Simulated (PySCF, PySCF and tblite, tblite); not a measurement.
# C7H16Si: conformers and averaged spectra, part 3 of 3

PySCF and tblite. Atoms count from 0. The steps go on from the part before.

## 18. Shieldings, conformer 4: PBE0/pcSseg-1

What the job is given:

```
{"job": {"xc": "PBE0", "basis": "pcSseg-1", "kind": "nmr", "pop": false}, "charge": 0, "multiplicity": 1}
C      2.307725    -0.331664    -0.953072
C      2.216714    -0.186435     0.563353
Si     0.492865     0.063933     1.301121
C     -0.694194    -1.354178     0.898104
C     -1.366097    -1.192170    -0.471453
C     -2.051405     0.160022    -0.669844
C     -1.096692     1.354058    -0.696487
C     -0.377782     1.607060     0.634899
H      3.347757    -0.471520    -1.288410
H      1.917021     0.557401    -1.472484
H      1.731906    -1.197615    -1.315448
H      2.648973    -1.074875     1.057926
H      2.835340     0.663752     0.902621
H      0.670482     0.177254     2.787011
H     -1.469768    -1.363837     1.685081
H     -0.178858    -2.326659     0.970639
H     -0.619693    -1.327709    -1.274565
H     -2.107516    -1.996251    -0.617943
H     -2.799888     0.309761     0.131694
H     -2.620254     0.136803    -1.614526
H     -0.354777     1.191517    -1.498774
H     -1.658159     2.257029    -0.991638
H      0.331926     2.446684     0.544742
H     -1.117364     1.917403     1.395010
```

Log:

```text
coarse grid: 19152 points
cycle   1  E = -565.2607587166  dE =  5.249e-01  |g| = 5.251e-01  |ddm| = 4.181e+00
cycle   2  E = -565.2267332396  dE =  3.403e-02  |g| = 6.447e-01  |ddm| = 1.030e+00
cycle   3  E = -565.3353701214  dE = -1.086e-01  |g| = 4.925e-02  |ddm| = 6.130e-01
cycle   4  E = -565.3358972310  dE = -5.271e-04  |g| = 1.626e-02  |ddm| = 7.203e-02
cycle   5  E = -565.3359535250  dE = -5.629e-05  |g| = 6.179e-03  |ddm| = 2.126e-02
cycle   6  E = -565.3359631708  dE = -9.646e-06  |g| = 9.731e-04  |ddm| = 5.924e-03
final grid: 176336 points
cycle   7  E = -565.3856676072  dE = -5.167e-05  |g| = 1.009e-02  |ddm| = 3.525e-02
cycle   8  E = -565.3856521115  dE =  1.550e-05  |g| = 1.276e-02  |ddm| = 1.945e-02
cycle   9  E = -565.3856941805  dE = -4.207e-05  |g| = 6.268e-04  |ddm| = 1.118e-02
cycle  10  E = -565.3856942678  dE = -8.730e-08  |g| = 1.658e-04  |ddm| = 9.372e-04
cycle  11  E = -565.3856942738  dE = -6.002e-09  |g| = 6.668e-05  |ddm| = 2.152e-04
cycle  12  E = -565.3856942749  dE = -1.100e-09  |g| = 1.351e-05  |ddm| = 7.213e-05
cycle  13  E = -565.3856942750  dE = -4.479e-11  |g| = 2.418e-06  |ddm| = 1.718e-05
converged SCF energy = -565.3856942750

GIAO shielding tensors (ppm)
atom      isotropic    diamagn.    paramagn.     s11        s22        s33       span
  0 C      171.956     247.208     -75.252    165.229    170.432    180.208     14.979
  1 C      173.665     252.124     -78.459    169.774    175.000    176.221      6.447
  2 Si     375.063     880.301    -505.239    340.679    384.406    400.104     59.425
  3 C      172.740     252.552     -79.813    159.692    176.451    182.075     22.383
  4 C      156.433     246.387     -89.955    150.347    156.090    162.862     12.515
  5 C      152.914     246.734     -93.820    148.596    155.069    155.077      6.481
  6 C      156.412     246.357     -89.946    150.343    156.046    162.846     12.503
  7 C      172.772     252.548     -79.776    159.812    176.416    182.088     22.276
  8 H       29.904      27.595       2.309     24.587     27.201     37.925     13.338
  9 H       30.167      31.153      -0.986     25.434     30.180     34.885      9.451
 10 H       30.166      31.150      -0.983     25.439     30.173     34.887      9.449
 11 H       30.568      30.060       0.509     26.198     28.452     37.055     10.857
 12 H       30.569      30.061       0.509     26.195     28.454     37.059     10.863
 13 H       27.318      29.620      -2.302     23.682     25.246     33.026      9.344
 14 H       30.586      30.894      -0.308     26.491     28.247     37.019     10.528
 15 H       30.464      31.084      -0.620     26.666     27.659     37.067     10.401
 16 H       29.916      31.835      -1.919     26.522     29.017     34.209      7.687
 17 H       29.330      29.500      -0.170     23.756     27.633     36.600     12.844
 18 H       30.182      30.454      -0.272     26.598     28.375     35.575      8.976
 19 H       29.666      29.349       0.317     24.508     27.798     36.693     12.185
 20 H       29.915      31.816      -1.902     26.526     29.002     34.217      7.690
 21 H       29.328      29.486      -0.158     23.754     27.634     36.597     12.843
 22 H       30.463      31.077      -0.615     26.663     27.662     37.063     10.399
 23 H       30.582      30.883      -0.301     26.477     28.247     37.021     10.544
```

Run time: 42 s. Hardware: 1 thread of Arm Neoverse V2, shared host; peak memory 1.1 GiB.

In short: HOMO -7.57 eV, LUMO 1.01 eV; dipole 0.55 D.

## 19. Single-point energy, conformer 4: PBE0/def2-SVPD

Changed since step 18:

```diff
@@ -1,2 +1,2 @@
-{"job": {"xc": "PBE0", "basis": "pcSseg-1", "kind": "nmr", "pop": false}, "charge": 0, "multiplicity": 1}
+{"job": {"xc": "PBE0", "basis": "def2-SVPD", "kind": "sp"}, "charge": 0, "multiplicity": 1}
 C      2.307725    -0.331664    -0.953072
```

Log:

```text
coarse grid: 19152 points
cycle   1  E = -565.0138846360  dE =  4.545e-01  |g| = 5.032e-01  |ddm| = 6.378e+00
cycle   2  E = -564.9799504421  dE =  3.393e-02  |g| = 6.240e-01  |ddm| = 1.469e+00
cycle   3  E = -565.0844001465  dE = -1.044e-01  |g| = 5.224e-02  |ddm| = 7.562e-01
cycle   4  E = -565.0850479858  dE = -6.478e-04  |g| = 1.860e-02  |ddm| = 1.772e-01
cycle   5  E = -565.0851314080  dE = -8.342e-05  |g| = 6.109e-03  |ddm| = 4.863e-02
cycle   6  E = -565.0851412652  dE = -9.857e-06  |g| = 1.041e-03  |ddm| = 1.126e-02
final grid: 176336 points
cycle   7  E = -565.1643038565  dE = -6.664e-05  |g| = 9.683e-03  |ddm| = 2.031e-01
cycle   8  E = -565.1642898380  dE =  1.402e-05  |g| = 1.213e-02  |ddm| = 2.913e-02
cycle   9  E = -565.1643287633  dE = -3.893e-05  |g| = 7.611e-04  |ddm| = 1.464e-02
cycle  10  E = -565.1643289140  dE = -1.507e-07  |g| = 1.900e-04  |ddm| = 2.664e-03
cycle  11  E = -565.1643289225  dE = -8.535e-09  |g| = 7.605e-05  |ddm| = 5.376e-04
cycle  12  E = -565.1643289241  dE = -1.546e-09  |g| = 1.651e-05  |ddm| = 1.683e-04
cycle  13  E = -565.1643289241  dE = -7.185e-11  |g| = 2.714e-06  |ddm| = 3.464e-05
converged SCF energy = -565.1643289241
```

Run time: 34 s. Hardware: 1 thread of Arm Neoverse V2, shared host; peak memory 1.1 GiB.

In short: HOMO -7.52 eV, LUMO 0.53 eV; dipole 0.58 D.

## 20. Shieldings, conformer 5: PBE0/pcSseg-1

What the job is given:

```
{"job": {"xc": "PBE0", "basis": "pcSseg-1", "kind": "nmr", "pop": false}, "charge": 0, "multiplicity": 1}
C      3.253999     0.437337    -0.375097
C      2.125086    -0.589654    -0.360160
Si     0.649055    -0.118884     0.719146
C     -0.684435    -1.463896     0.750532
C     -2.037741    -0.779292     0.971110
C     -2.488986     0.087963    -0.213571
C     -1.364969     0.851417    -0.929964
C     -0.278543     1.377935     0.014394
H      2.909082     1.415733    -0.746557
H      4.090267     0.122830    -1.019550
H      3.662036     0.601584     0.634888
H      1.748189    -0.764977    -1.383834
H      2.499754    -1.568182    -0.011320
H      1.131331     0.158906     2.114395
H     -0.478431    -2.199397     1.544540
H     -0.682937    -2.025574    -0.200368
H     -2.825076    -1.519450     1.191283
H     -1.971903    -0.150701     1.877588
H     -3.245962     0.804203     0.148735
H     -3.006488    -0.544168    -0.955067
H     -0.894605     0.186691    -1.677429
H     -1.810079     1.671521    -1.517536
H      0.414523     2.049855    -0.518459
H     -0.724900     1.977966     0.825808
```

Log:

```text
coarse grid: 19152 points
cycle   1  E = -565.2582708161  dE =  5.293e-01  |g| = 5.209e-01  |ddm| = 4.202e+00
cycle   2  E = -565.2299171824  dE =  2.835e-02  |g| = 6.245e-01  |ddm| = 1.024e+00
cycle   3  E = -565.3320023408  dE = -1.021e-01  |g| = 4.585e-02  |ddm| = 6.003e-01
cycle   4  E = -565.3324114499  dE = -4.091e-04  |g| = 1.959e-02  |ddm| = 7.218e-02
cycle   5  E = -565.3324982825  dE = -8.683e-05  |g| = 6.358e-03  |ddm| = 2.482e-02
cycle   6  E = -565.3325085122  dE = -1.023e-05  |g| = 1.058e-03  |ddm| = 6.395e-03
cycle   7  E = -565.3325088030  dE = -2.908e-07  |g| = 2.250e-04  |ddm| = 1.411e-03
final grid: 176336 points
cycle   8  E = -565.3814131331  dE = -4.820e-05  |g| = 9.585e-03  |ddm| = 3.425e-02
cycle   9  E = -565.3814008076  dE =  1.233e-05  |g| = 1.188e-02  |ddm| = 1.839e-02
cycle  10  E = -565.3814372438  dE = -3.644e-05  |g| = 6.076e-04  |ddm| = 1.052e-02
cycle  11  E = -565.3814373197  dE = -7.597e-08  |g| = 2.247e-04  |ddm| = 9.393e-04
cycle  12  E = -565.3814373319  dE = -1.219e-08  |g| = 5.547e-05  |ddm| = 2.506e-04
cycle  13  E = -565.3814373327  dE = -7.412e-10  |g| = 1.401e-05  |ddm| = 6.669e-05
converged SCF energy = -565.3814373327

GIAO shielding tensors (ppm)
atom      isotropic    diamagn.    paramagn.     s11        s22        s33       span
  0 C      174.597     243.998     -69.401    166.682    170.205    186.903     20.222
  1 C      179.077     255.045     -75.968    170.678    176.159    190.395     19.717
  2 Si     361.517     881.837    -520.320    336.079    355.250    393.223     57.144
  3 C      179.045     254.081     -75.036    167.987    178.677    190.470     22.483
  4 C      164.672     247.302     -82.630    156.256    167.144    170.616     14.360
  5 C      158.374     244.557     -86.183    146.827    164.006    164.289     17.462
  6 C      165.138     247.906     -82.768    156.728    165.724    172.963     16.235
  7 C      181.555     253.788     -72.233    168.093    185.569    191.002     22.909
  8 H       30.378      29.500       0.878     24.988     30.291     35.856     10.868
  9 H       29.985      26.219       3.766     24.720     27.168     38.066     13.345
 10 H       30.413      27.897       2.516     25.775     28.400     37.063     11.289
 11 H       30.755      33.466      -2.711     26.129     30.471     35.665      9.536
 12 H       30.764      31.404      -0.641     25.130     30.140     37.021     11.891
 13 H       27.204      30.800      -3.596     23.906     25.360     32.347      8.440
 14 H       30.624      31.183      -0.560     25.486     28.359     38.026     12.539
 15 H       31.064      32.834      -1.770     27.566     28.969     36.658      9.092
 16 H       29.585      28.646       0.940     23.863     27.662     37.231     13.369
 17 H       30.038      30.930      -0.892     26.483     27.806     35.825      9.342
 18 H       29.815      28.833       0.982     24.534     27.973     36.940     12.405
 19 H       29.831      29.162       0.670     24.702     27.935     36.856     12.154
 20 H       30.101      32.684      -2.582     26.165     29.022     35.117      8.953
 21 H       29.574      29.970      -0.396     23.810     27.853     37.058     13.249
 22 H       30.709      32.637      -1.928     25.692     28.813     37.621     11.928
 23 H       30.851      32.127      -1.277     26.770     28.083     37.699     10.929
```

It took 40 s on 1 thread of Arm Neoverse V2, shared host; peak memory 1.1 GiB.

In short: HOMO -7.68 eV, LUMO 1.16 eV; dipole 0.57 D.

## 21. Single-point energy, conformer 5: PBE0/def2-SVPD

Changed since step 20:

```diff
@@ -1,2 +1,2 @@
-{"job": {"xc": "PBE0", "basis": "pcSseg-1", "kind": "nmr", "pop": false}, "charge": 0, "multiplicity": 1}
+{"job": {"xc": "PBE0", "basis": "def2-SVPD", "kind": "sp"}, "charge": 0, "multiplicity": 1}
 C      3.253999     0.437337    -0.375097
```

Log:

```text
coarse grid: 19152 points
cycle   1  E = -565.0116106700  dE =  4.594e-01  |g| = 4.999e-01  |ddm| = 6.581e+00
cycle   2  E = -564.9833612741  dE =  2.825e-02  |g| = 6.043e-01  |ddm| = 1.528e+00
cycle   3  E = -565.0816137695  dE = -9.825e-02  |g| = 4.793e-02  |ddm| = 7.919e-01
cycle   4  E = -565.0820942833  dE = -4.805e-04  |g| = 2.199e-02  |ddm| = 1.599e-01
cycle   5  E = -565.0822137593  dE = -1.195e-04  |g| = 6.238e-03  |ddm| = 4.617e-02
cycle   6  E = -565.0822239012  dE = -1.014e-05  |g| = 1.152e-03  |ddm| = 1.183e-02
cycle   7  E = -565.0822242667  dE = -3.655e-07  |g| = 2.426e-04  |ddm| = 2.792e-03
final grid: 176336 points
cycle   8  E = -565.1606392819  dE = -6.021e-05  |g| = 9.281e-03  |ddm| = 1.741e-01
cycle   9  E = -565.1606277846  dE =  1.150e-05  |g| = 1.141e-02  |ddm| = 2.859e-02
cycle  10  E = -565.1606622713  dE = -3.449e-05  |g| = 6.958e-04  |ddm| = 1.478e-02
cycle  11  E = -565.1606623886  dE = -1.173e-07  |g| = 2.211e-04  |ddm| = 2.227e-03
cycle  12  E = -565.1606624008  dE = -1.214e-08  |g| = 6.702e-05  |ddm| = 4.482e-04
cycle  13  E = -565.1606624019  dE = -1.167e-09  |g| = 1.542e-05  |ddm| = 1.586e-04
cycle  14  E = -565.1606624020  dE = -6.321e-11  |g| = 2.582e-06  |ddm| = 3.711e-05
converged SCF energy = -565.1606624020
```

Run time: 33 s. Hardware: 1 thread of Arm Neoverse V2, shared host; peak memory 1.1 GiB.

Key values: HOMO -7.63 eV, LUMO 0.61 eV; dipole 0.61 D.

## 22. Boltzmann average: properties at PBE0/pcSseg-1

What the job is given:

```
{"job": {"study": "conf", "smiles": "CC[SiH]1CCCCC1", "search": {"seed": 9156, "n_embed": 90, "ff_keep": 18, "window": 4.0, "nmax": 5, "temps": [220, 260, 298.15, 340, 380], "t_ref": 298.15, "order": 0.002, "geom": true}, "level": {"nmr": {"xc": "PBE0", "basis": "pcSseg-1"}, "sp": {"xc": "PBE0", "basis": "def2-SVPD"}}, "kind": "conf"}, "charge": 0, "multiplicity": 1}
C      3.293553     0.026152    -0.683885
C      2.312056    -0.707960     0.226264
Si     0.636288     0.139946     0.406168
C     -0.572679    -0.841004     1.473577
C     -2.003193    -0.310327     1.317498
C     -2.494973    -0.269438    -0.129964
C     -1.732746     0.699317    -1.035179
C     -0.260546     0.325477    -1.245565
H      2.900427     0.124630    -1.708348
H      4.260312    -0.497014    -0.755686
H      3.499384     1.044642    -0.317681
H      2.129815    -1.730961    -0.148858
H      2.742327    -0.833157     1.235530
H      0.836001     1.503688     1.007502
H     -0.264824    -0.833384     2.532063
H     -0.531027    -1.896789     1.148512
H     -2.698056    -0.923738     1.916355
H     -2.065339     0.709241     1.740203
H     -3.562915     0.003515    -0.135521
H     -2.439984    -1.286573    -0.560370
H     -2.247318     0.761585    -2.009429
H     -1.795538     1.713194    -0.599025
H     -0.194653    -0.643345    -1.774455
H      0.241891     1.063286    -1.892153
```

Log:

```text
conformer  sym    E(xTB)   E(DFT)   G(298.15 K)  weight  dipole/D
    1     C1      0.000    0.056    0.000   0.3686    0.617
    2     C1      0.768    0.127    0.024   0.3541    0.635
    3     Cs      0.338    0.000    0.321   0.2143    0.560
    4     Cs      1.400    0.709    1.060   0.0616    0.577
    5     C1      3.692    3.440    3.321   0.0014    0.612

mean shielding (ppm) by class
class atoms           220 K      260 K   298.15 K      340 K      380 K
  0 C  0            174.805     174.77    174.741    174.713    174.689
  1 C  1            178.199     178.16    178.126    178.092    178.065
  2 Si 2            367.158    367.251    367.327    367.398    367.453
  3 C  3,7          173.462    173.453    173.449     173.45    173.456
  4 C  4,6          157.468    157.463    157.462    157.465    157.473
  5 C  5            152.587    152.592    152.599    152.609    152.622
  6 H  8,9,10        30.263      30.26     30.258     30.256     30.255
  7 H  11,12         30.733     30.731     30.729     30.727     30.726
  8 H  13            27.256     27.257     27.258     27.259     27.259
  9 H  14,23         30.593     30.593     30.593     30.593     30.593
 10 H  15,22         30.739     30.736     30.733      30.73     30.728
 11 H  16,20         29.604     29.611     29.616     29.621     29.625
 12 H  17,21         29.754     29.747     29.741     29.736     29.732
 13 H  18            29.891     29.896       29.9     29.904     29.907
 14 H  19            30.038     30.032     30.027     30.021     30.017
```

It took 6.5 min on 1 thread of Arm Neoverse V2, shared host. This counts the runs that the step sums up.

The search (ETKDG and KDG, MMFF94s, GFN2-xTB) embedded 90 structures, kept 7 distinct ones after the force field and 7 after xTB; 5 were carried on (window 4.0 kcal/mol at the search's own energies). Energies: PBE0/def2-SVPD with D3(BJ).

The conformers at 298 K:

| no. | group | mirror pair | ΔE xTB | ΔE DFT | ΔG | weight (%) | μ (D) | C0–C1–Si2–C3 (°) | A, B, C (GHz) |
| --- | --- | --- | --- | --- | --- | --- | --- | --- | --- |
| 1 | C1 | yes | 0.00 | 0.06 | 0.00 | 36.9 | 0.62 | 177 | 3.15, 1.03, 0.84 |
| 2 | C1 | yes | 0.77 | 0.13 | 0.02 | 35.4 | 0.64 | 177 | 2.54, 1.17, 1.01 |
| 3 | Cs | no | 0.34 | 0.00 | 0.32 | 21.4 | 0.56 | 59 | 2.75, 1.09, 0.96 |
| 4 | Cs | no | 1.40 | 0.71 | 1.06 | 6.2 | 0.58 | 59 | 2.16, 1.27, 1.21 |
| 5 | C1 | yes | 3.69 | 3.44 | 3.32 | 0.1 | 0.61 | -178 | 3.07, 1.06, 0.90 |

Energies in kcal/mol. ΔG holds xTB vibrations and rotation, symmetry numbers and mirror pairs.

Weights (%) by temperature:

| no. | 220 K | 260 K | 298 K | 340 K | 380 K |
| --- | --- | --- | --- | --- | --- |
| 1 | 37.6 | 37.2 | 36.9 | 36.5 | 36.1 |
| 2 | 35.5 | 35.5 | 35.4 | 35.3 | 35.1 |
| 3 | 22.7 | 22.0 | 21.4 | 21.0 | 20.6 |
| 4 | 4.2 | 5.2 | 6.2 | 7.0 | 7.8 |
| 5 | 0.0 | 0.1 | 0.1 | 0.3 | 0.5 |

How the weights hang on the way they are made:

| scheme | 1 | 2 | 3 | 4 | 5 | mean μ (D) |
| --- | --- | --- | --- | --- | --- | --- |
| DFT free energy | 37 | 35 | 21 | 6 | 0 | 0.61 |
| DFT energy, symmetry counted | 38 | 34 | 21 | 6 | 0 | 0.61 |
| DFT energy alone | 30 | 27 | 33 | 10 | 0 | 0.60 |
| xTB energy, symmetry counted | 62 | 17 | 18 | 3 | 0 | 0.61 |
| xTB free energy | 61 | 18 | 18 | 3 | 0 | 0.61 |
| lowest conformer only | 100 | 0 | 0 | 0 | 0 | 0.62 |
| equal weights | 20 | 20 | 20 | 20 | 20 | 0.60 |
| conformers found from three starts alone | 100 | 0 | 0 | 0 | 0 | 0.62 |

Shifts against references run at the same level ($^{29}$Si TMS 352.0, $^{13}$C TMS 184.4, $^{1}$H TMS 31.27 ppm of shielding), by class of atoms, at 298 K:

| atoms | environment | no. 1 | no. 2 | no. 3 | average |
| --- | --- | --- | --- | --- | --- |
| C5 | sp3 CH2 in a ring | 31.7 | 32.0 | 31.7 | 31.8 |
| C4, C6 | sp3 CH2 in a ring | 27.3 | 26.2 | 27.3 | 26.9 |
| C3, C7 | sp3 CH2 bonded to Si | 12.1 | 10.5 | 9.7 | 11.0 |
| C0 | methyl carbon | 9.6 | 9.6 | 9.0 | 9.7 |
| C1 | sp3 CH2 bonded to Si | 8.1 | 3.4 | 6.6 | 6.3 |
| H13 | hydrogen on a silicon bonded to 3 C, in a 6-membered ring | 4.00 | 3.98 | 4.09 | 4.01 |
| H16, H20 | hydrogen on an sp3 CH2 in a ring | 1.93 | 1.23 | 1.95 | 1.65 |
| H17, H21 | hydrogen on an sp3 CH2 in a ring | 1.27 | 1.86 | 1.31 | 1.53 |
| H18 | hydrogen on an sp3 CH2 in a ring | 1.57 | 1.08 | 1.57 | 1.37 |
| H19 | hydrogen on an sp3 CH2 in a ring | 1.00 | 1.56 | 1.02 | 1.24 |
| H8, H9, H10 | hydrogen on a methyl carbon | 0.99 | 1.03 | 0.95 | 1.01 |
| H14, H23 | hydrogen on an sp3 CH2 bonded to Si | 0.85 | 0.53 | 0.60 | 0.67 |
| H11, H12 | hydrogen on an sp3 CH2 bonded to Si | 0.44 | 0.62 | 0.52 | 0.54 |
| H15, H22 | hydrogen on an sp3 CH2 bonded to Si | 0.27 | 0.74 | 0.57 | 0.53 |
| Si2 | silicon bonded to 3 C, H, in a 6-membered ring | -13.2 | -16.6 | -14.7 | -15.3 |

Effective distances for nuclear Overhauser effects, ⟨r⁻⁶⟩^(−1/6) over all pairs of two classes (Å): H18···H19 1.76; H16···H17 1.97; H14···H15 1.98; H16···H19 2.51; H17···H18 2.51; H16···H18 2.57; H8···H11 2.65; H17···H19 2.66.

## 23. Outcome

The summary covers parts 1 to 3.

```
                                 quantity                                                     value
                               conformers       5; the first in weight is no. 1 (C1), 37 % at 298 K
                  root-mean-square dipole                                                    0.61 D
 averaged $^{13}$C shifts (PBE0/pcSseg-1)                            31.8, 26.9, 11.0, 9.7, 6.3 ppm
  averaged $^{1}$H shifts (PBE0/pcSseg-1)  4.01, 1.65, 1.53, 1.37, 1.24, 1.01, 0.67, 0.54, 0.53 ppm
averaged $^{29}$Si shifts (PBE0/pcSseg-1)                                                 -15.3 ppm
```

What this shows: Conformer 1 leads with 37 % at 298 K, and its share goes from 38 % at 220 K to 36 % at 380 K. It is not the lowest in DFT energy (no. 3 is): its mirror image counts too, which doubles its weight. Among conformers over 5 %, C1 differs by 7.3 ppm, while the average moves by 0.1 ppm from 220 to 380 K.
